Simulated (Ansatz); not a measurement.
# Ti2Te2P: the cost of one run

All numbers are computed with Ansatz 0.2.0 through its Python package. The levels of theory stand in the script.

## 1. The structure

It takes space group R-3m (No. 166, trigonal). The conventional cell has a = 3.650 Å, b = 3.650 Å, c = 29.833 Å, α = 90.00°, β = 90.00°, γ = 120.00°. Around Ti (site symmetry 3m) lie 3 P at 2.49 Å and 3 Te at 2.78 Å. Around Te (site symmetry 3m) lie 3 Ti at 2.78 Å. P (site symmetry -3m) is surrounded by 6 Ti at 2.49 Å.

The script holds or builds the structure itself.

## 2. Script

run_lattice.py reads:

```python
'''Relaxed cell of Ti2Te2P under several functionals.'''

import ansatz as az
import numpy as np

MESH = (8, 8, 8)
FILLING = 'methfessel_paxton'
SMEARING_WIDTH = 0.1

def edges_and_angles(cell):
    cell = np.asarray(cell)
    a, b, c = np.linalg.norm(cell, axis=1)
    cosines = cell[1] @ cell[2] / (b * c), cell[0] @ cell[2] / (a * c), cell[0] @ cell[1] / (a * b)
    return (a, b, c, *np.degrees(np.arccos(cosines)))

crystal = (
    az.Lattice.from_parameters(3.650359, 3.650359, 29.83337, alpha=90, beta=90, gamma=120)
    .space_group(166)
    .atom('Ti', [1 / 3, 2 / 3, 0.288829])
    .atom('Te', [0.0, 0.0, 0.228253])
    .atom('P', [0.0, 0.0, 0.0])
    .primitive()
)

setup = (
    crystal.calculation()
    .kpoints(*MESH)
    .basis(19 * az.Ha)
    .occupations(FILLING, width=SMEARING_WIDTH)
    .relax(cell=True)
)

levels = [('blyp', 'd3bj'), ('pbesol', 'none'), ('pbesol', 'd3bj')]
print('level            a       b       c    alpha   beta  gamma  V/atom  steps')
for name, dispersion in levels:
    seen = []
    run = setup.functional(name, dispersion=dispersion).session().plan()
    done = run.execute(on_event=lambda e: seen.append(e) if e['event'] == 'relax_step' else None)
    cell = done.lattice.cell_ang
    label = name if dispersion == 'none' else f'{name}+{dispersion}'
    print('{:13s} {:7.4f} {:7.4f} {:7.4f} {:6.2f} {:6.2f} {:6.2f}'.format(label, *edges_and_angles(cell)), f'{abs(np.linalg.det(cell)) / len(done.lattice.sites):7.3f} {len(seen):5d}')
```

## 3. The calls as engine input

The package turns the script's settings into the engine's input (first run):

```yaml
crystal:
  lattice:
    a: 3.650359
    b: 3.650359
    c: 29.83337
    alpha: 90.0
    beta: 90.0
    gamma: 120.0
  space_group: 166
  atoms:
    - { symbol: Ti, position: [0.3333333333333333, 0.6666666666666666, 0.288829] }
    - { symbol: Te, position: [0.0, 0.0, 0.228253] }
    - { symbol: P, position: [0.0, 0.0, 0.0] }
  reduce_to_primitive: true
basis:
  ecutwfc: 517.016338673772
kpoints:
  mp_grid:
    grid: [8, 8, 8]
hamiltonian:
  xc: blyp
  dispersion: d3bj
scf:
  occupations:
    method: methfessel_paxton
    width: 0.1
relax:
  cell: {}
```

## 4. Launch

Command:

```console
> python run_lattice.py
```

Q: Estimate wall time and peak memory on 1 thread of Arm Neoverse V1, shared host.

About 5.9 min, with a peak of 0.7 GiB.
